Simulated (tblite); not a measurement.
# C5H13BrSi2: the cost of one run

Programs: tblite 0.8.0 and PySCF 2.14.0, with density-fitted response routines of our own. Each step states its level of theory. These are calculated values for one molecule in the gas phase, unless marked as measured. Atoms are numbered from 0 throughout.

**1. The molecule as given**

21 atoms, charge 0, multiplicity 1; geometry from: force field or distance geometry start.

Bonds of the start (Å): C0–Si1 1.87, Si1–Si2 2.23, Si2–Br3 2.26, Si2–C4 1.84, C4–C5 1.52, C5–C6 1.52, C6–C7 1.51, C7–C4 1.50, C0–H8 1.10, C0–H9 1.10, C0–H10 1.10, Si1–H11 1.48, Si1–H12 1.48, Si2–H13 1.48, C4–H14 1.09, C5–H15 1.10, C5–H16 1.12, C6–H17 1.10, C6–H18 1.11, C7–H19 1.12, C7–H20 1.10.

**2. Geometry optimisation with GFN2-xTB**

The job: settings as JSON, then the geometry in Å.

```
{"job": {"kind": "relax", "xc": "GFN2-xTB", "basis": "xTB"}, "charge": 0, "multiplicity": 1}
C      3.191800    -0.482400    -0.360400
Si     2.330300     0.543700     0.941000
Si     0.214500     1.006300     0.411100
Br     0.067800     2.739300    -1.034500
C     -0.702400    -0.499800    -0.129800
C     -1.914900    -0.717700     0.763100
C     -2.695300     0.109100    -0.246800
C     -1.670400    -0.353300    -1.262000
H      2.714400    -0.252700    -1.329800
H      4.253600    -0.194500    -0.337800
H      3.051500    -1.540200    -0.075300
H      2.307300    -0.257000     2.181500
H      3.116600     1.783200     1.114700
H     -0.404000     1.489000     1.668100
H     -0.020300    -1.347500    -0.213200
H     -2.207500    -1.768100     0.872200
H     -1.830200    -0.159500     1.726000
H     -2.631500     1.194500    -0.108400
H     -3.724700    -0.293000    -0.388600
H     -2.011000    -1.343200    -1.666000
H     -1.444200     0.360900    -2.061300
```

Started as:

```
$ OMP_NUM_THREADS=1 python probes_run.py task.json out
```

This one command runs all jobs of the session in turn.

**Question.** How long does this first job take on 1 thread of Arm Neoverse N1, shared host, and how much memory does it need?

About 3.4 s, with a peak of 0.18 GiB.
